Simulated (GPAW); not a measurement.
Al3Pd:

```xyz
4
Lattice="3.9469 0.0000 0.0000 0.0000 3.9469 0.0000 0.0000 0.0000 3.9469" Properties=species:S:1:pos:R:3 pbc="T T T"
Pd    0.0000    0.0000    0.0000
Al    1.9735    1.9735    0.0000
Al    1.9735    0.0000    1.9735
Al    0.0000    1.9735    1.9735
```

The cell comes from a database or a generator and needn't be the stable form of this composition.

- Program: GPAW 26.7.0
- Task: relaxation of cell and atoms
- Functional: PBEsol
- Dispersion: D3(BJ)+ATM
- Potentials or basis: PAW data sets generated in the run's folder for this functional
- Cutoff: 600 eV
- Basis: pw
- k mesh: 7 × 7 × 7
- Occupations: fermi-dirac, width 0.05 eV
- Spin: no spin polarisation

At the start: pressure -5.0 GPa; volume 15.37 Å³/atom.

Problem. Where does the relaxation end?

Solution. Over 4 steps the energy falls by 10.7 meV/atom and the volume is 14.72 Å³/atom (-4.3 %); space group Pm-3m (No. 221, to 0.05 Å).

The path:
```tsv
step	energy change (eV)	largest force (eV/Å)	pressure (GPa)	volume (Å³)
1	0.0000	0.0000	-5.03	61.49
2	-0.0095	0.0000	-4.49	61.17
3	-0.0429	0.0000	0.29	58.73
4	-0.0430	0.0000	-0.01	58.87
```

Final structure:
```
Pd Al
1.0
     3.89015    0.00000    0.00000
     0.00000    3.89015    0.00000
     0.00000    0.00000    3.89015
Pd Al
1 3
Direct
  0.00000 0.00000 0.00000
  0.50000 0.50000 0.00000
  0.50000 0.00000 0.50000
  0.00000 0.50000 0.50000
```

Caveat: later steps reuse the first step's grids; pairwise dispersion overbinds metals, which lowers pressure and volume.
